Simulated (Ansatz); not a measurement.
# Cl₄H₂MoO₂: one species, many methods

The task here is to estimate one member of a computed series from the others.

The runs use Ansatz 0.2.0, Gaussian basis; functionals in def2-TZVPP, the program's frozen cores in correlated methods.

The runs, in order: LDA (SPW92), PBE-D4, revPBE-D4, BLYP-D4, r2SCAN-D4, B97M-V, PBE0-D4, B3LYP-D4, r2SCANh-D4, r2SCAN0-D4, HSE06-D4, BHLYP-D4, CAM-B3LYP-D4, LC-ωPBE, ωB97X-V, ωB97M-V, B2PLYP, PBE-QIDH; CCSD(T)/def2-SVP; CCSD(T)/def2-TZVPP; MP2/def2-QZVPP; extrapolation to the limit; RPA on PBE.

## Structure used throughout

An earlier PBE0-D4 in a triple-zeta def2 set relaxation fixed the geometry. Mo takes the def2 core potential; no spin-orbit term is included.

SMILES `[OH][Mo]([OH])([Cl])([Cl])([Cl])[Cl]`, 9 atoms, charge 0, spin multiplicity 1.

Atoms are counted from 1 here; the program's logs count them from 0.

Bond lengths: O1–Mo2 1.835 Å, O1–H8 0.966 Å, Mo2–O3 1.843 Å, Mo2–Cl4 2.363 Å, Mo2–Cl5 2.332 Å, Mo2–Cl6 2.275 Å, Mo2–Cl7 2.281 Å, O3–H9 0.965 Å. Angles: Mo2–O1–H8 123.7°, O1–Mo2–O3 95.9°, O1–Mo2–Cl4 80.3°, O1–Mo2–Cl5 164.6°, O1–Mo2–Cl6 92.5°, O1–Mo2–Cl7 99.1°, O3–Mo2–Cl4 94.9°, O3–Mo2–Cl5 81.7°, O3–Mo2–Cl6 90.2°, O3–Mo2–Cl7 164.8°, Cl4–Mo2–Cl5 84.7°, Cl4–Mo2–Cl6 171.6°, Cl4–Mo2–Cl7 89.6°, Cl5–Mo2–Cl6 102.7°, Cl5–Mo2–Cl7 84.3°, Cl6–Mo2–Cl7 87.1°, Mo2–O3–H9 124.4°.

Set-up of the first run:

in.yaml reads:

```yaml
crystal:
  periodic: [false, false, false]
  atoms:
    - {symbol: O, position_ang: [-1.304093, -1.208559, 0.060281]}
    - {symbol: Mo, position_ang: [-0.148635, 0.213966, -0.039278]}
    - {symbol: O, position_ang: [1.145126, -0.660249, -1.017641]}
    - {symbol: Cl, position_ang: [0.518429, -0.696343, 2.037045]}
    - {symbol: Cl, position_ang: [1.602321, 1.716033, 0.302932]}
    - {symbol: Cl, position_ang: [-1.096808, 0.979693, -1.960039]}
    - {symbol: Cl, position_ang: [-1.397903, 1.772874, 1.061892]}
    - {symbol: H, position_ang: [-1.323302, -1.832970, 0.797394]}
    - {symbol: H, position_ang: [2.004865, -0.284436, -1.242576]}
basis:
  gaussian: {orbitals: def2-TZVPP}
hamiltonian: {xc: lda}
output: {orbitals: {seedname: orbitals}}
```

The run is started by

```
> ansatz run in.yaml --threads 2 --pin off --events-out ev --progress --plain --max-ram 32768MiB --backend cuda --devices 0, --max-vram 18GiB
```

Among the steps run: LDA; PBE-D4 (GGA); revPBE-D4 (GGA); BLYP-D4 (GGA); r2SCAN-D4 (meta-GGA); B97M-V (meta-GGA); PBE0-D4 (hybrid); B3LYP-D4 (hybrid); r2SCANh-D4 (hybrid); r2SCAN0-D4 (hybrid); HSE06-D4 (hybrid); BHLYP-D4 (hybrid); CAM-B3LYP-D4 (range-separated); LC-ωPBE (range-separated); ωB97X-V (range-separated); ωB97M-V (range-separated); B2PLYP (double hybrid); PBE-QIDH (double hybrid).

One table of the session follows, with a row left open; its other results are not shown here.

```
  functional  HOMO (eV)  LUMO (eV)  gap (eV)
 LDA (SPW92)      -7.49      -5.77      1.72
      PBE-D4      -7.32      -5.59      1.74
   revPBE-D4      -7.26      -5.51      1.75
     BLYP-D4      -7.16      -5.47      1.69
   r2SCAN-D4      -7.68      -5.73      1.95
      B97M-V      -7.78      -5.76      2.02
     PBE0-D4      -8.70      -5.16      3.55
    B3LYP-D4      -8.43      -5.30      3.13
  r2SCANh-D4      -8.19      -5.54      2.65
  r2SCAN0-D4      -8.95      -5.24      3.71
    HSE06-D4      -8.30      -5.52      2.78
    BHLYP-D4          ?          ?         ?
CAM-B3LYP-D4     -10.04      -4.26      5.78
     LC-ωPBE     -11.43      -3.33      8.10
     ωB97X-V     -11.06      -3.33      7.73
     ωB97M-V     -10.90      -3.29      7.61
```

Estimate the missing values for BHLYP-D4.

Worked estimate for «HOMO (eV)». Against the share of exact exchange, BLYP-D4 (0, -7.16), B3LYP-D4 (0.2, -8.43) give a slope of -6.35 per unit share; at 0.5 the line stands at -10.33.

**Answer.** HOMO (eV): -9.95; LUMO (eV): -4.53; gap (eV): 5.41. In «HOMO (eV)» the line misses by -0.38.
